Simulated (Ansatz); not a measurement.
**C3H9CuOSi: small, medium and large basis sets**

The task here is to estimate one member of a computed series from the others.

Method: one geometry, several basis sets; program: Ansatz 0.2.0, Gaussian basis.

Plan: PBE0-D4/def2-SVP; ωB97M-V/def2-SVP; PBE0-D4/def2-QZVPP; ωB97M-V/def2-QZVPP; the functionals' def2-TZVPP values are taken from earlier runs.

## The relaxed structure

An earlier PBE0-D4 in a triple-zeta def2 set relaxation fixed the geometry.

15 atoms, charge 0, spin multiplicity 1.

Atoms are counted from 1 here; the program's logs count them from 0.

Bond lengths: C1–Si2 1.879 Å, C1–H7 1.094 Å, C1–H8 1.095 Å, C1–H9 1.094 Å, Si2–C3 1.874 Å, Si2–C4 1.879 Å, Si2–O5 1.627 Å, C3–H10 1.093 Å, C3–H11 1.094 Å, C3–H12 1.093 Å, C4–H13 1.094 Å, C4–H14 1.094 Å, C4–H15 1.095 Å, O5–Cu6 1.781 Å. Angles: Si2–C1–H7 111.6°, Si2–C1–H8 111.3°, Si2–C1–H9 110.8°, H7–C1–H8 107.4°, H7–C1–H9 107.8°, H8–C1–H9 107.7°, C1–Si2–C3 109.0°, C1–Si2–C4 107.9°, C1–Si2–O5 111.6°, C3–Si2–C4 109.0°, C3–Si2–O5 107.7°, C4–Si2–O5 111.6°, Si2–C3–H10 110.7°, Si2–C3–H11 111.4°, Si2–C3–H12 110.7°, H10–C3–H11 108.1°, H10–C3–H12 107.8°, H11–C3–H12 108.1° and more.

The first run:

in.yaml

```yaml
crystal:
  periodic: [false, false, false]
  atoms:
    - {symbol: C, position_ang: [-0.888345, -0.426167, 1.453028]}
    - {symbol: Si, position_ang: [0.067065, 0.310493, 0.011843]}
    - {symbol: C, position_ang: [1.860813, -0.215726, 0.136845]}
    - {symbol: C, position_ang: [-0.663141, -0.378304, -1.577110]}
    - {symbol: O, position_ang: [0.026219, 1.936988, 0.034431]}
    - {symbol: Cu, position_ang: [-1.408741, 2.988819, -0.053086]}
    - {symbol: H, position_ang: [-0.812985, -1.517612, 1.470414]}
    - {symbol: H, position_ang: [-1.951607, -0.171796, 1.396190]}
    - {symbol: H, position_ang: [-0.505767, -0.048686, 2.405416]}
    - {symbol: H, position_ang: [2.439823, 0.184097, -0.699592]}
    - {symbol: H, position_ang: [1.957962, -1.305301, 0.126977]}
    - {symbol: H, position_ang: [2.309019, 0.156507, 1.061663]}
    - {symbol: H, position_ang: [-0.144914, 0.028025, -2.450169]}
    - {symbol: H, position_ang: [-0.583500, -1.468837, -1.617422]}
    - {symbol: H, position_ang: [-1.723701, -0.123301, -1.670026]}
basis:
  gaussian: {orbitals: def2-SVP}
hamiltonian: {xc: pbe0, dispersion: d4}
output: {orbitals: {seedname: orbitals}}
```

The run is started by

```
$ ansatz run in.yaml --threads 2 --pin off --events-out ev --progress --plain --max-ram 32768MiB --backend cpu
```

Among the steps run: PBE0-D4 in def2-SVP; ωB97M-V in def2-SVP; PBE0-D4 in def2-QZVPP; ωB97M-V in def2-QZVPP.

One of the session's tables, all rows but one given; the rest of the session is left out.

It belongs to the step «Functionals by basis». 

```
functional       basis  HOMO (eV)  LUMO (eV)
   PBE0-D4    def2-SVP          ?          ?
   PBE0-D4  def2-TZVPP      -6.81      -2.76
   PBE0-D4  def2-QZVPP      -6.83      -2.74
   ωB97M-V    def2-SVP      -8.83      -0.85
   ωB97M-V  def2-TZVPP      -9.16      -1.18
   ωB97M-V  def2-QZVPP      -9.18      -1.22
```

Q: Estimate the row for PBE0-D4, def2-SVP from the others.

The run gave: HOMO (eV): -6.46; LUMO (eV): -2.42. In the column «HOMO (eV)» it is the highest.
